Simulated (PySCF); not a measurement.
The system is NKH2, in a box.

```xyz
4
Lattice="12.0000 0.0000 0.0000 0.0000 11.0000 0.0000 0.0000 0.0000 12.0000" Properties=species:S:1:pos:R:3 pbc="T T T"
N     5.4873    5.4255    5.8027
K     7.4685    4.9956    7.0628
H     4.5575    5.0323    5.9321
H     5.3669    6.0464    5.0051
```

Base run:

| Item | Value |
| --- | --- |
| Program | PySCF 2.14.0 |
| Functional | B3PW91 |
| Potentials or basis | def2-svp (all-electron) |
| k mesh | 1 × 1 × 1 |
| Occupations | fixed |
| Spin | no spin polarisation |

Its results: gap between the frontier levels 2.01 eV.

**Question.** After a change of settings the same cell gave: gap between the frontier levels 1.50 eV. Which change was it?
A. functional from B3PW91 to HSE06
B. functional from B3PW91 to BHandHLYP
C. functional from B3PW91 to BLYP; dispersion from none to D3(OP)
D. functional from B3PW91 to PBE

**Answer.** A.

Caveats: this is a molecule in a periodic box at the Γ point, so its band gap is the HOMO-LUMO gap; the basis of atomic orbitals isn't converged, which shifts pressures, moduli and gaps; this program's HSE differs a little from the usual definition (some runs).
